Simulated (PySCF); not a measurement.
# [TlCl2]+: other functionals and bases at one geometry

How far do other levels of theory move the description of [TlCl2]+, and what does each cost? The structure is generated, not taken from experiment.

Computed with PySCF 2.14.0. Level: several levels, as the steps say, no spin–orbit coupling.

1 further run of the same task is left out (for a known fault of the program).

## Step 1: The starting structure

3 atoms, charge 1, spin multiplicity 1.

Bond lengths: Tl1–Cl2 2.300 Å, Tl1–Cl3 2.300 Å. Angles: Cl2–Tl1–Cl3 180.0°.

Geometry (Å):

```xyz
3

Tl    0.0000    0.0000    0.4052
Cl    2.3001    0.0000    0.4058
Cl   -2.3001    0.0000    0.4058
```

Formal oxidation states: Tl +3. An earlier session relaxed this geometry at PBE0, Tl def2-SVP with ECP60, Cl def2-SVP (singlet, point group D∞h).

At PBE0 on the finer grid: E = -1092.057685 Eh, HOMO -15.16 eV, LUMO -10.15 eV, Mulliken charge on Tl1 +0.91 e, largest force component 0.003 eV/Å. 

Levels to run: B3LYP; CAM-B3LYP; PBE0, TZVP. Hardware: 2 threads of Arm Neoverse V1, shared host.

## Step 2: B3LYP

The input, run.py (the lines that set the calculation):

```python
mol = gto.M(atom='''
Tl     0.00000     0.00000     0.40525
Cl     2.30008     0.00000     0.40582
Cl    -2.30008     0.00000     0.40582''',
    basis={'Tl': 'def2-SVP', 'Cl': 'def2-SVP'},
    ecp={'Tl': 'def2-SVP'},
    charge=1, spin=0)
mf = dft.RKS(mol, xc='B3LYP')
mf.grids.atom_grid = (75, 302)
mf = mf.density_fit()  # fitting sets: Tl def2-universal-JKFIT, Cl def2-universal-JKFIT
mf.conv_tol = 1e-08; mf.max_cycle = 55
mf.kernel(dm0)  # dm0: the density of the relaxed state
```

Run with:

```sh
$ OMP_NUM_THREADS=2 python run.py
```

## Step 3: CAM-B3LYP

Changes to run.py (the lines that set the calculation) since step 2:

```diff
@@ -7,3 +7,3 @@
     charge=1, spin=0)
-mf = dft.RKS(mol, xc='B3LYP')
+mf = dft.RKS(mol, xc='CAMB3LYP')
 mf.grids.atom_grid = (75, 302)
```

## Step 4: PBE0, TZVP

Basis: Tl def2-TZVP with ECP60, Cl def2-TZVP. 

The input, run.py (the lines that set the calculation):

```python
mol = gto.M(atom='''
Tl     0.00000     0.00000     0.40525
Cl     2.30008     0.00000     0.40582
Cl    -2.30008     0.00000     0.40582''',
    basis={'Tl': 'def2-TZVP', 'Cl': 'def2-TZVP'},
    ecp={'Tl': 'def2-TZVP'},
    charge=1, spin=0)
mf = dft.RKS(mol, xc='PBE0')
mf.grids.atom_grid = (75, 302)
mf = mf.density_fit()  # fitting sets: Tl def2-universal-JKFIT, Cl def2-universal-JKFIT
mf.conv_tol = 1e-08; mf.max_cycle = 55
mf.kernel(dm0)  # dm0: free metal ions and neutral atoms
```

Q: Predict the outcome of this session. Wanted: for each run, HOMO; gap; charge on Tl1; dipole; largest force.

**Answer**, as computed:

| level | state | HOMO (eV) | gap (eV) | charge on Tl1 (e) | dipole (D) | largest force (eV/Å) | basis functions | time |
| --- | --- | --- | --- | --- | --- | --- | --- | --- |
| PBE0 (relaxed here) | singlet | -15.16 | 5.01 | 0.91 | 0.00 | 0.00 | 62 | 3.4 s |
| B3LYP | singlet | -14.81 | 4.47 | 0.87 | 0.00 | 0.39 | 62 | 1.5 s |
| CAM-B3LYP | singlet | -16.45 | 7.40 | 0.87 | 0.00 | 0.09 | 62 | 3.1 s |
| PBE0, TZVP | singlet | -15.09 | 5.14 | 1.09 | 0.00 | 0.93 | 124 | 6.4 s |

Times are on 2 threads of Arm Neoverse V1, shared host; the first row also made further properties. The dipole of a charged species depends on the origin, so these sizes hold for this origin alone.

In one basis the HOMO–LUMO gap runs from 4.47 eV (B3LYP) to 7.40 eV (CAM-B3LYP). The largest leftover force, 0.93 eV/Å with PBE0, TZVP, stands at a geometry relaxed at another level. The Mulliken charge on Tl spans +0.87 to +1.09 e over the levels. Total energies of different levels can't be compared. Spin–orbit coupling is left out throughout.
